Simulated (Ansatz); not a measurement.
# CH4ClInO: up Jacob's ladder to CCSD(T)

The task here is to estimate one member of a computed series from the others.

Computed with Ansatz 0.2.0, Gaussian basis. Level: functionals in def2-TZVPP, the program's frozen cores in correlated methods.

The runs, in order: LDA (SPW92), PBE-D4, revPBE-D4, BLYP-D4, r2SCAN-D4, B97M-V, PBE0-D4, B3LYP-D4, r2SCANh-D4, r2SCAN0-D4, HSE06-D4, BHLYP-D4, CAM-B3LYP-D4, LC-ωPBE, ωB97X-V, ωB97M-V, B2PLYP, PBE-QIDH; CCSD(T)/def2-SVP; CCSD(T)/def2-TZVPP; MP2/def2-QZVPP; extrapolation to the limit; RPA on PBE.

**The relaxed structure**

The geometry comes from an earlier relaxation with PBE0-D4 in a triple-zeta def2 set; it is a stationary point, not always the lowest conformer. In takes the def2 core potential; no spin-orbit term is included.

SMILES `[CH3][In]([OH])[Cl]`, 8 atoms, charge 0, spin multiplicity 1.

Atoms are counted from 1 here; the program's logs count them from 0.

Bond lengths: C1–In2 2.131 Å, C1–H5 1.090 Å, C1–H6 1.088 Å, C1–H7 1.090 Å, In2–O3 1.978 Å, In2–Cl4 2.327 Å, O3–H8 0.960 Å. Angles: In2–C1–H5 109.7°, In2–C1–H6 109.0°, In2–C1–H7 109.3°, H5–C1–H6 110.0°, H5–C1–H7 109.1°, H6–C1–H7 109.7°, C1–In2–O3 129.7°, C1–In2–Cl4 122.2°, O3–In2–Cl4 108.1°, In2–O3–H8 113.3°.

As a file:

```mol
CH4ClInO
  3D, bonds by distance, orders not assigned

  8  7  0  0  0  0  0  0  0  0999 V2000
   -0.8330    1.0321   -0.2872 C   0  0
    0.3713   -0.7231   -0.1847 In  0  0
    1.6182   -1.3200    1.2300 O   0  0
    0.3798   -2.3202   -1.8774 Cl  0  0
   -0.2132    1.9133   -0.1234 H   0  0
   -1.3009    1.0842   -1.2684 H   0  0
   -1.6015    0.9880    0.4847 H   0  0
    1.6717   -0.7114    1.9707 H   0  0
  1  2  8  0
  2  3  8  0
  2  4  8  0
  1  5  8  0
  1  6  8  0
  1  7  8  0
  3  8  8  0
M  END
```

Set-up of the first run:

The input, in.yaml:

```yaml
crystal:
  periodic: [false, false, false]
  atoms:
    - {symbol: C, position_ang: [-0.833041, 1.032146, -0.287220]}
    - {symbol: In, position_ang: [0.371291, -0.723100, -0.184716]}
    - {symbol: O, position_ang: [1.618191, -1.320046, 1.229958]}
    - {symbol: Cl, position_ang: [0.379756, -2.320194, -1.877445]}
    - {symbol: H, position_ang: [-0.213165, 1.913348, -0.123404]}
    - {symbol: H, position_ang: [-1.300939, 1.084189, -1.268415]}
    - {symbol: H, position_ang: [-1.601548, 0.988017, 0.484680]}
    - {symbol: H, position_ang: [1.671655, -0.711361, 1.970664]}
basis:
  gaussian: {orbitals: def2-TZVPP}
hamiltonian: {xc: lda}
output: {orbitals: {seedname: orbitals}}
```

Steps of the session up to this table: LDA; PBE-D4 (GGA); revPBE-D4 (GGA); BLYP-D4 (GGA); r2SCAN-D4 (meta-GGA); B97M-V (meta-GGA); PBE0-D4 (hybrid); B3LYP-D4 (hybrid); r2SCANh-D4 (hybrid); r2SCAN0-D4 (hybrid); HSE06-D4 (hybrid); BHLYP-D4 (hybrid); CAM-B3LYP-D4 (range-separated); LC-ωPBE-D4 (range-separated; the results give it without D4); ωB97X-V (range-separated); ωB97M-V (range-separated); B2PLYP (double hybrid); PBE-QIDH (double hybrid).

One of the session's tables, all rows but one given; the rest of the session is left out.

It belongs to the step «Frontier levels by functional». 

```
  functional  HOMO (eV)  gap (eV)
 LDA (SPW92)      -7.06      4.62
      PBE-D4      -6.87      4.70
   revPBE-D4      -6.80      4.75
     BLYP-D4      -6.72      4.57
   r2SCAN-D4      -7.17      5.28
      B97M-V      -7.22      5.16
     PBE0-D4      -8.21      6.91
    B3LYP-D4      -7.95      6.33
  r2SCANh-D4      -7.67      6.09
  r2SCAN0-D4      -8.41      7.29
    HSE06-D4      -7.81      6.14
    BHLYP-D4      -9.40      8.88
CAM-B3LYP-D4          ?         ?
     LC-ωPBE     -10.92     11.80
     ωB97X-V     -10.54     11.24
     ωB97M-V     -10.43     10.83
```

**Question.** Estimate the row for CAM-B3LYP-D4.

The run gave: HOMO (eV): -9.55; gap (eV): 9.14. In the column «HOMO (eV)» it lies between ωB97M-V (-10.43) and BHLYP-D4 (-9.40).
